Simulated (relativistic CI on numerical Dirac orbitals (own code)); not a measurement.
**W³⁺: one ion under different settings**

How much do the settings matter for W³⁺? One ion, several inputs.

The numbers are computed with relativistic CI on numerical Dirac orbitals (own code) version 3 (Dirac-Coulomb-Breit CI, KLI orbitals optimised for each configuration, model QED (radiative potential, 1s self-energy scaled to tabulated hydrogen-like ionisation energies), numerical settings as typed), except any that are marked as measured or tabulated.

**1. What is computed**

- ion: W³⁺ (W IV)
- nuclear charge: 74
- electrons: 71
- isotope: A = 184

**2. Usual settings**

Settings of the run:

```ini
atom W  Z=74  charge=3  electrons=71
nucleus A=184  rms_radius_fm=5.3658
hamiltonian dirac-coulomb  breit=on  qed=on  c_scale=1
orbitals kli  potential=per-configuration
slater_scale 1
correlation none
mixing on
grid step=0.0125 r_max=64.9
scf mixing=0.4 start=green max_iterations=150 tolerance=2e-08 node_fill=0.05
configurations
  [Xe] 4f14 5d3
  [Xe] 4f14 5d2 6s
  [Xe] 4f14 5d 6s2
  [Xe] 4f14 5d2 6p
  [Xe] 4f14 5d2 5f
end
```

On the command line:

```
> python run_levels.py task.json out
```

The settings of every run stand in task.json; they run in order.

The program writes no log. Results of the run, from its result record (rounded, main fields):

```text
{
  "status": "converged",
  "levels [i, E_cm, J2, conf, term, w_term, w_jj]": [
    [0, 0, 3, "5d3", "4F", 0.9241, 0.5856],
    [1, 2859.6854, 5, "5d3", "4F", 0.9739, 0.8642],
    [2, 5827.6121, 7, "5d3", "4F", 0.9551, 0.6189],
    [3, 8547.2532, 9, "5d3", "4F", 0.8513, 0.4809],
    [4, 11883.057, 3, "5d3", "4P", 0.4148, 0.6736],
    [5, 13209.715, 1, "5d3", "4P", 0.5789, 0.9651],
    [6, 16200.006, 7, "5d3", "2G", 0.9272, 0.5564],
    [7, 17272.651, 9, "5d3", "2H", 0.468, 0.6399],
    [8, 18297.457, 5, "5d3", "4P", 0.9139, 0.6583],
    [9, 18977.154, 1, "5d3", "2P", 0.5234, 0.9437],
    [10, 19442.865, 3, "5d3", "4P", 0.4864, 0.8575],
    [11, 23765.308, 11, "5d3", "2H", 1, 1],
    [12, 23855.744, 5, "5d3", "2D", 0.8123, 0.5573],
    [13, 24637.756, 9, "5d3", "2H", 0.5181, 0.5942],
    "... 16 more rows left out ..."
  ],
  "total_energy [Ha]": -16125.684516,
  "n_levels_all": 163,
  "overlap": 1.50274e-11,
  "scf_iterations": [12, 13, 13, 13, 13],
  "orbital_energies [Ha]": {"1s": -2548.16, "2s": -440.419, "2p1/2": -421.154, "2p3/2": -371.572, "3s": -102.386, "3p1/2": -93.8177, "3p3/2": -83.0915, "3d3/2": -68.6853, "3d5/2": -66.3545, "4s": -22.2204, "4p1/2": -18.6619, "4p3/2": -16.1905, "4d3/2": -10.3462, "4d5/2": -9.89077, "4f5/2": -2.57279, "4f7/2": -2.49085, "5s": -4.14782, "5p1/2": -3.09118, "5p3/2": -2.72776, "5d3/2": -1.36041, "5d5/2": -1.32587},
  "configurations [conf, odd, states, E_av_Ha, breit_Ha, qed_Ha]": [
    ["5d3", 0, 120, -16154.43562, 17.18, 11.67],
    ["5d2 6s", 0, 90, -16154.30042, 17.18, 11.67],
    ["5d 6s2", 0, 10, -16154.09903, 17.18, 11.67],
    ["5d2 6p", 1, 270, -16154.03086, 17.18, 11.67],
    ["5d2 5f", 1, 630, -16153.62769, 17.18, 11.67]
  ],
  "scf_steps of the first configuration [iteration, E_Ha, residual, outer_eigenvalue_Ha]": [
    [1, -16096.4339, 3.94, -3.538],
    [2, -16151.12712, 0.965, -1.843],
    [3, -16153.89327, 0.239, -1.394],
    [4, -16154.27031, 0.293, -1.389],
    [5, -16154.42535, 0.0453, -1.31],
    [6, -16154.43363, 0.00501, -1.331],
    [7, -16154.43651, 0.00696, -1.328],
    [8, -16154.43525, 0.00215, -1.325],
    [9, -16154.43556, 0.00032, -1.326],
    [10, -16154.43561, 1.81e-05, -1.326],
    [11, -16154.43562, 2.56e-07, -1.326],
    [12, -16154.43562, 1.03e-08, -1.326]
  ]
}
```

Wall time 0.9 s (1 thread, shared host).

**3. Iteration limit 20, end of the grid 45.43**

The settings differ from step 2 so:

```diff
@@ -7,4 +7,4 @@
 mixing on
-grid step=0.0125 r_max=64.9
-scf mixing=0.4 start=green max_iterations=150 tolerance=2e-08 node_fill=0.05
+grid step=0.0125 r_max=45.43
+scf mixing=0.4 start=green max_iterations=20 tolerance=2e-08 node_fill=0.05
 configurations
```

Main fields:

```text
{
  "status": "converged",
  "levels [i, E_cm, J2, conf, term, w_term]": [
    [0, 0, 3, "5d3", "4F", 0.9241],
    [1, 2859.6854, 5, "5d3", "4F", 0.9739],
    [2, 5827.6121, 7, "5d3", "4F", 0.9551],
    [3, 8547.2532, 9, "5d3", "4F", 0.8513],
    [4, 11883.057, 3, "5d3", "4P", 0.4148],
    [5, 13209.715, 1, "5d3", "4P", 0.5789],
    [6, 16200.006, 7, "5d3", "2G", 0.9272],
    [7, 17272.651, 9, "5d3", "2H", 0.468],
    "... 22 more rows left out ..."
  ],
  "total_energy [Ha]": -16125.684516,
  "n_levels_all": 163,
  "overlap": 1.50287e-11,
  "scf_iterations": [12, 13, 13, 13, 13],
  "orbital_energies [Ha]": {"1s": -2548.16, "2s": -440.419, "2p1/2": -421.154, "2p3/2": -371.572, "3s": -102.386, "3p1/2": -93.8177, "3p3/2": -83.0915, "3d3/2": -68.6853, "3d5/2": -66.3545, "4s": -22.2204, "4p1/2": -18.6619, "4p3/2": -16.1905, "4d3/2": -10.3462, "4d5/2": -9.89077, "4f5/2": -2.57279, "4f7/2": -2.49085, "5s": -4.14782, "5p1/2": -3.09118, "5p3/2": -2.72776, "5d3/2": -1.36041, "5d5/2": -1.32587},
  "configurations [conf, odd, states, E_av_Ha, breit_Ha, qed_Ha]": [
    ["5d3", 0, 120, -16154.43562, 17.18, 11.67],
    ["5d2 6s", 0, 90, -16154.30042, 17.18, 11.67],
    ["5d 6s2", 0, 10, -16154.09903, 17.18, 11.67],
    ["5d2 6p", 1, 270, -16154.03086, 17.18, 11.67],
    ["5d2 5f", 1, 630, -16153.62769, 17.18, 11.67]
  ],
  "scf_steps of the first configuration [iteration, E_Ha, residual, outer_eigenvalue_Ha]": [
    [1, -16096.4339, 3.94, -3.538],
    [2, -16151.12712, 0.965, -1.843],
    [3, -16153.89327, 0.239, -1.394],
    [4, -16154.27031, 0.293, -1.389],
    [5, -16154.42535, 0.0453, -1.31],
    [6, -16154.43363, 0.00501, -1.331],
    [7, -16154.43651, 0.00696, -1.328],
    [8, -16154.43525, 0.00215, -1.325],
    [9, -16154.43556, 0.00032, -1.326],
    [10, -16154.43561, 1.81e-05, -1.326],
    [11, -16154.43562, 2.56e-07, -1.326],
    [12, -16154.43562, 1.03e-08, -1.326]
  ]
}
```

Wall time 0.89 s (1 thread, shared host).

**4. Slater scale 1.2, nuclear radius 4.8292, tolerance 0.0001**

Settings of the run:

```ini
atom W  Z=74  charge=3  electrons=71
nucleus A=184  rms_radius_fm=4.8292
hamiltonian dirac-coulomb  breit=on  qed=on  c_scale=1
orbitals kli  potential=per-configuration
slater_scale 1.2
correlation none
mixing on
grid step=0.0125 r_max=64.9
scf mixing=0.4 start=green max_iterations=150 tolerance=0.0001 node_fill=0.05
configurations
  [Xe] 4f14 5d3
  [Xe] 4f14 5d2 6s
  [Xe] 4f14 5d 6s2
  [Xe] 4f14 5d2 6p
  [Xe] 4f14 5d2 5f
end
```

Main fields:

```text
{
  "status": "converged",
  "levels [i, E_cm, J2, conf, term, w_term]": [
    [0, 0, 3, "5d3", "4F", 0.9433],
    [1, 2750.6779, 5, "5d3", "4F", 0.9797],
    [2, 5761.6802, 7, "5d3", "4F", 0.9697],
    [3, 8691.2792, 9, "5d3", "4F", 0.8982],
    [4, 13858.508, 3, "5d3", "2P", 0.4096],
    [5, 15148.869, 1, "5d3", "4P", 0.5405],
    [6, 18191.533, 7, "5d3", "2G", 0.9398],
    [7, 19541.131, 9, "5d3", "2G", 0.5081],
    "... 22 more rows left out ..."
  ],
  "total_energy [Ha]": -16126.099133,
  "n_levels_all": 163,
  "overlap": 1.50264e-11,
  "scf_iterations": [10, 10, 9, 9, 10],
  "orbital_energies [Ha]": {"1s": -2548.32, "2s": -440.443, "2p1/2": -421.154, "2p3/2": -371.571, "3s": -102.392, "3p1/2": -93.8177, "3p3/2": -83.0912, "3d3/2": -68.685, "3d5/2": -66.3542, "4s": -22.2217, "4p1/2": -18.6619, "4p3/2": -16.1904, "4d3/2": -10.3461, "4d5/2": -9.8907, "4f5/2": -2.57274, "4f7/2": -2.4908, "5s": -4.14803, "5p1/2": -3.09116, "5p3/2": -2.72773, "5d3/2": -1.36039, "5d5/2": -1.32586},
  "configurations [conf, odd, states, E_av_Ha, breit_Ha, qed_Ha]": [
    ["5d3", 0, 120, -16154.84609, 17.18, 11.68],
    ["5d2 6s", 0, 90, -16154.71094, 17.18, 11.68],
    ["5d 6s2", 0, 10, -16154.50958, 17.18, 11.68],
    ["5d2 6p", 1, 270, -16154.44135, 17.18, 11.68],
    ["5d2 5f", 1, 630, -16154.03818, 17.18, 11.68]
  ],
  "scf_steps of the first configuration [iteration, E_Ha, residual, outer_eigenvalue_Ha]": [
    [1, -16096.84248, 3.94, -3.538],
    [2, -16151.53742, 0.965, -1.843],
    [3, -16154.30371, 0.239, -1.394],
    [4, -16154.68077, 0.293, -1.389],
    [5, -16154.83582, 0.0453, -1.31],
    [6, -16154.84411, 0.00501, -1.331],
    [7, -16154.84699, 0.00696, -1.328],
    [8, -16154.84573, 0.00215, -1.325],
    [9, -16154.84604, 0.00032, -1.326],
    [10, -16154.84609, 1.81e-05, -1.326]
  ]
}
```

Wall time 0.78 s (1 thread, shared host).

The changed nuclear radius is not that of the isotope named.

**5. Node fill 0.2, Breit term off**

Settings of the run:

```ini
atom W  Z=74  charge=3  electrons=71
nucleus A=184  rms_radius_fm=5.3658
hamiltonian dirac-coulomb  breit=off  qed=on  c_scale=1
orbitals kli  potential=per-configuration
slater_scale 1
correlation none
mixing on
grid step=0.0125 r_max=64.9
scf mixing=0.4 start=green max_iterations=150 tolerance=2e-08 node_fill=0.2
configurations
  [Xe] 4f14 5d3
  [Xe] 4f14 5d2 6s
  [Xe] 4f14 5d 6s2
  [Xe] 4f14 5d2 6p
  [Xe] 4f14 5d2 5f
end
```

Main fields:

```text
{
  "status": "converged",
  "levels [i, E_cm, J2, conf, term, w_term]": [
    [0, 0, 3, "5d3", "4F", 0.9138],
    [1, 3110.3213, 5, "5d3", "4F", 0.971],
    [2, 6257.8152, 7, "5d3", "4F", 0.9474],
    [3, 9059.3374, 9, "5d3", "4F", 0.8268],
    [4, 11848.256, 3, "5d3", "4P", 0.4065],
    [5, 13291.051, 1, "5d3", "4P", 0.5708],
    [6, 16515.894, 7, "5d3", "2G", 0.9183],
    [7, 17592.088, 9, "5d3", "2H", 0.4883],
    "... 22 more rows left out ..."
  ],
  "total_energy [Ha]": -16142.835178,
  "n_levels_all": 163,
  "overlap": 1.47199e-11,
  "scf_iterations": [12, 13, 13, 13, 13],
  "orbital_energies [Ha]": {"1s": -2546.66, "2s": -439.72, "2p1/2": -420.366, "2p3/2": -370.851, "3s": -102.107, "3p1/2": -93.5162, "3p3/2": -82.8143, "3d3/2": -68.3785, "3d5/2": -66.0577, "4s": -22.1357, "4p1/2": -18.5725, "4p3/2": -16.1081, "4d3/2": -10.2622, "4d5/2": -9.80933, "4f5/2": -2.50713, "4f7/2": -2.4264, "5s": -4.11386, "5p1/2": -3.06038, "5p3/2": -2.70104, "5d3/2": -1.34185, "5d5/2": -1.30805},
  "configurations [conf, odd, states, E_av_Ha, breit_Ha, qed_Ha]": [
    ["5d3", 0, 120, -16154.40225, 0, 11.67],
    ["5d2 6s", 0, 90, -16154.26685, 0, 11.67],
    ["5d 6s2", 0, 10, -16154.06561, 0, 11.67],
    ["5d2 6p", 1, 270, -16153.99769, 0, 11.67],
    ["5d2 5f", 1, 630, -16153.59481, 0, 11.67]
  ],
  "scf_steps of the first configuration [iteration, E_Ha, residual, outer_eigenvalue_Ha]": [
    [1, -16096.4339, 4, -3.538],
    [2, -16151.4758, 0.967, -1.824],
    [3, -16153.76506, 0.246, -1.376],
    [4, -16154.3474, 0.305, -1.372],
    [5, -16154.37877, 0.045, -1.292],
    [6, -16154.39674, 0.00614, -1.313],
    [7, -16154.40494, 0.00685, -1.31],
    [8, -16154.40176, 0.000945, -1.308],
    [9, -16154.40181, 0.000961, -1.308],
    [10, -16154.40224, 1.82e-05, -1.308],
    [11, -16154.40225, 1.55e-07, -1.308],
    [12, -16154.40225, 1.16e-08, -1.308]
  ]
}
```

Wall time 0.8 s (1 thread, shared host).

**6. Nuclear radius 6.9755**

Settings of the run:

```ini
atom W  Z=74  charge=3  electrons=71
nucleus A=184  rms_radius_fm=6.9755
hamiltonian dirac-coulomb  breit=on  qed=on  c_scale=1
orbitals kli  potential=per-configuration
slater_scale 1
correlation none
mixing on
grid step=0.0125 r_max=64.9
scf mixing=0.4 start=green max_iterations=150 tolerance=2e-08 node_fill=0.05
configurations
  [Xe] 4f14 5d3
  [Xe] 4f14 5d2 6s
  [Xe] 4f14 5d 6s2
  [Xe] 4f14 5d2 6p
  [Xe] 4f14 5d2 5f
end
```

Main fields:

```text
{
  "status": "converged",
  "levels [i, E_cm, J2, conf, term, w_term]": [
    [0, 0, 3, "5d3", "4F", 0.9241],
    [1, 2859.8664, 5, "5d3", "4F", 0.9739],
    [2, 5828.0118, 7, "5d3", "4F", 0.9551],
    [3, 8547.8667, 9, "5d3", "4F", 0.8513],
    [4, 11885.501, 3, "5d3", "4P", 0.415],
    [5, 13211.96, 1, "5d3", "4P", 0.5794],
    [6, 16201.517, 7, "5d3", "2G", 0.9273],
    [7, 17273.595, 9, "5d3", "2H", 0.4681],
    "... 22 more rows left out ..."
  ],
  "total_energy [Ha]": -16124.319887,
  "n_levels_all": 163,
  "overlap": 1.5036e-11,
  "scf_iterations": [12, 13, 13, 13, 13],
  "orbital_energies [Ha]": {"1s": -2547.59, "2s": -440.34, "2p1/2": -421.153, "2p3/2": -371.575, "3s": -102.369, "3p1/2": -93.8175, "3p3/2": -83.0923, "3d3/2": -68.6861, "3d5/2": -66.3553, "4s": -22.2161, "4p1/2": -18.6619, "4p3/2": -16.1907, "4d3/2": -10.3463, "4d5/2": -9.89095, "4f5/2": -2.5729, "4f7/2": -2.49096, "5s": -4.14706, "5p1/2": -3.09119, "5p3/2": -2.7278, "5d3/2": -1.36043, "5d5/2": -1.32589},
  "configurations [conf, odd, states, E_av_Ha, breit_Ha, qed_Ha]": [
    ["5d3", 0, 120, -16153.04024, 17.17, 11.64],
    ["5d2 6s", 0, 90, -16152.90489, 17.17, 11.65],
    ["5d 6s2", 0, 10, -16152.70334, 17.18, 11.65],
    ["5d2 6p", 1, 270, -16152.63546, 17.17, 11.64],
    ["5d2 5f", 1, 630, -16152.23228, 17.17, 11.64]
  ],
  "scf_steps of the first configuration [iteration, E_Ha, residual, outer_eigenvalue_Ha]": [
    [1, -16095.04496, 3.94, -3.538],
    [2, -16149.7323, 0.965, -1.843],
    [3, -16152.49803, 0.239, -1.394],
    [4, -16152.87499, 0.293, -1.389],
    [5, -16153.02997, 0.0453, -1.31],
    [6, -16153.03826, 0.00501, -1.331],
    [7, -16153.04113, 0.00696, -1.328],
    [8, -16153.03987, 0.00215, -1.325],
    [9, -16153.04018, 0.00032, -1.326],
    [10, -16153.04023, 1.81e-05, -1.326],
    [11, -16153.04024, 2.57e-07, -1.326],
    [12, -16153.04024, 1.03e-08, -1.326]
  ]
}
```

Wall time 0.9 s (1 thread, shared host).

The changed nuclear radius is not that of the isotope named.

**7. Nuclear radius 536.58**

Settings of the run:

```ini
atom W  Z=74  charge=3  electrons=71
nucleus A=184  rms_radius_fm=536.5800
hamiltonian dirac-coulomb  breit=on  qed=on  c_scale=1
orbitals kli  potential=per-configuration
slater_scale 1
correlation none
mixing on
grid step=0.0125 r_max=64.9
scf mixing=0.4 start=green max_iterations=71 tolerance=2e-08 node_fill=0.05
configurations
  [Xe] 4f14 5d3
  [Xe] 4f14 5d2 6s
  [Xe] 4f14 5d 6s2
  [Xe] 4f14 5d2 6p
  [Xe] 4f14 5d2 5f
end
```

Main fields:

```text
{
  "status": "converged",
  "levels [i, E_cm, J2, conf, term, w_term]": [
    [0, 0, 3, "5d3", "4F", 0.9189],
    [1, 3409.569, 5, "5d3", "4F", 0.9719],
    [2, 6853.0879, 7, "5d3", "4F", 0.9452],
    [3, 9893.4905, 9, "5d3", "4F", 0.8175],
    [4, 13686.985, 3, "5d3", "4P", 0.5593],
    [5, 14944, 1, "5d3", "4P", 0.7879],
    [6, 18107.628, 7, "5d3", "2G", 0.9293],
    [7, 18775.028, 9, "5d3", "2H", 0.545],
    "... 22 more rows left out ..."
  ],
  "total_energy [Ha]": -14215.848201,
  "n_levels_all": 163,
  "overlap": 1.27217e-11,
  "scf_iterations": [12, 13, 13, 13, 13],
  "orbital_energies [Ha]": {"1s": -1780.16, "2s": -334.893, "2p1/2": -411.402, "2p3/2": -374.769, "3s": -78.6153, "3p1/2": -91.5418, "3p3/2": -83.9912, "3d3/2": -70.0695, "3d5/2": -67.6735, "4s": -16.5159, "4p1/2": -18.1778, "4p3/2": -16.4603, "4d3/2": -10.6866, "4d5/2": -10.216, "4f5/2": -2.77481, "4f7/2": -2.68812, "5s": -3.19219, "5p1/2": -3.04887, "5p3/2": -2.79493, "5d3/2": -1.4076, "5d5/2": -1.37044},
  "configurations [conf, odd, states, E_av_Ha, breit_Ha, qed_Ha]": [
    ["5d3", 0, 120, -14230.98671, 11.89, 3.356],
    ["5d2 6s", 0, 90, -14230.65307, 11.89, 3.357],
    ["5d 6s2", 0, 10, -14230.22292, 11.89, 3.357],
    ["5d2 6p", 1, 270, -14230.53386, 11.89, 3.357],
    ["5d2 5f", 1, 630, -14230.13258, 11.89, 3.357]
  ],
  "scf_steps of the first configuration [iteration, E_Ha, residual, outer_eigenvalue_Ha]": [
    [1, -14183.10332, 3.74, -3.538],
    [2, -14228.47848, 0.962, -1.894],
    [3, -14230.63192, 0.199, -1.436],
    [4, -14230.90312, 0.226, -1.429],
    [5, -14230.97426, 0.0538, -1.354],
    [6, -14230.98678, 0.00801, -1.377],
    [7, -14230.98768, 0.00831, -1.373],
    [8, -14230.98652, 0.00113, -1.37],
    [9, -14230.98668, 0.000186, -1.37],
    [10, -14230.9867, 1.12e-05, -1.37],
    [11, -14230.98671, 6.77e-07, -1.37],
    [12, -14230.98671, 9.39e-09, -1.37]
  ]
}
```

Wall time 0.93 s (1 thread, shared host).

This setting is unsound; the numbers are not properties of the ion.

**8. Tolerance 0.05**

Settings of the run:

```ini
atom W  Z=74  charge=3  electrons=71
nucleus A=184  rms_radius_fm=5.3658
hamiltonian dirac-coulomb  breit=on  qed=on  c_scale=1
orbitals kli  potential=per-configuration
slater_scale 1
correlation none
mixing on
grid step=0.0125 r_max=64.9
scf mixing=0.4 start=green max_iterations=82 tolerance=0.05 node_fill=0.05
configurations
  [Xe] 4f14 5d3
  [Xe] 4f14 5d2 6s
  [Xe] 4f14 5d 6s2
  [Xe] 4f14 5d2 6p
  [Xe] 4f14 5d2 5f
end
```

Main fields:

```text
{
  "status": "converged",
  "levels [i, E_cm, J2, conf, term, w_term]": [
    [0, 0, 3, "5d3", "4F", 0.9181],
    [1, 2962.9423, 5, "5d3", "4F", 0.9723],
    [2, 5995.0869, 7, "5d3", "4F", 0.9511],
    [3, 8730.6237, 9, "5d3", "4F", 0.8387],
    [4, 11661.57, 3, "5d3", "2P", 0.4038],
    [5, 13046.276, 1, "5d3", "4P", 0.5465],
    [6, 16190.826, 7, "5d3", "2G", 0.9204],
    [7, 17294.557, 9, "5d3", "2H", 0.4731],
    "... 22 more rows left out ..."
  ],
  "total_energy [Ha]": -16125.671644,
  "n_levels_all": 163,
  "overlap": 1.48083e-11,
  "scf_iterations": [5, 6, 5, 6, 6],
  "orbital_energies [Ha]": {"1s": -2548.65, "2s": -440.319, "2p1/2": -421.109, "2p3/2": -371.484, "3s": -102.281, "3p1/2": -93.7155, "3p3/2": -82.9905, "3d3/2": -68.5508, "3d5/2": -66.2218, "4s": -22.1659, "4p1/2": -18.6091, "4p3/2": -16.1374, "4d3/2": -10.2897, "4d5/2": -9.83468, "4f5/2": -2.52242, "4f7/2": -2.44097, "5s": -4.11325, "5p1/2": -3.06046, "5p3/2": -2.70016, "5d3/2": -1.34367, "5d5/2": -1.31001},
  "configurations [conf, odd, states, E_av_Ha, breit_Ha, qed_Ha]": [
    ["5d3", 0, 120, -16154.42535, 17.18, 11.67],
    ["5d2 6s", 0, 90, -16154.29882, 17.18, 11.67],
    ["5d 6s2", 0, 10, -16154.08803, 17.18, 11.67],
    ["5d2 6p", 1, 270, -16154.03029, 17.18, 11.67],
    ["5d2 5f", 1, 630, -16153.62774, 17.18, 11.67]
  ],
  "scf_steps of the first configuration [iteration, E_Ha, residual, outer_eigenvalue_Ha]": [
    [1, -16096.4339, 3.94, -3.538],
    [2, -16151.12712, 0.965, -1.843],
    [3, -16153.89327, 0.239, -1.394],
    [4, -16154.27031, 0.293, -1.389],
    [5, -16154.42535, 0.0453, -1.31]
  ]
}
```

Wall time 0.63 s (1 thread, shared host).

A bad setting: its result is shown only for the comparison.

**9. Comparison**

| setting | total energy less usual (Ha) | largest shift of a level among the lowest eight of both runs, same label and place (cm⁻¹) | SCF iterations | time | lowest level | kind of change |
| --- | --- | --- | --- | --- | --- | --- |
| usual | 0 | 0 | 64 | 0.9 s | 5d3 4F3/2 | - |
| iteration limit 20, end of the grid 45.43 | 0 | 0 | 64 | 0.89 s | 5d3 4F3/2 | numerical |
| Slater scale 1.2, nuclear radius 4.8292, tolerance 0.0001 | -0.415 | 1990 | 48 | 0.78 s | 5d3 4F3/2 | unphysical constant |
| node fill 0.2, Breit term off | -17.2 | 512 | 64 | 0.8 s | 5d3 4F3/2 | model term |
| nuclear radius 6.9755 | 1.36 | 2.44 | 64 | 0.9 s | 5d3 4F3/2 | unphysical constant |
| nuclear radius 536.58 | 1.91e+03 | 1910 | 64 | 0.93 s | 5d3 4F3/2 | unsound |
| tolerance 0.05 | 0.0129 | 183 | 28 | 0.63 s | 5d3 4F3/2 | unsound |

**10. Results**

| quantity | value |
| --- | --- |
| lowest level, usual settings | 5d3 4F3/2 |
| total energy | -16125.6845 Ha |
| first excitation | 2859.7 cm⁻¹ |

What this shows: Among the runs whose levels can be followed, they move most under «Slater scale 1.2, nuclear radius 4.8292, tolerance 0.0001» (unphysical constant), by up to 1990 cm⁻¹. No visible change in the result comes from «iteration limit 20, end of the grid 45.43». Only the listed configurations are in the model. In a near-neutral ion this small CI can misplace whole configurations by 10,000 cm⁻¹ or more, above all where the count of f electrons changes.
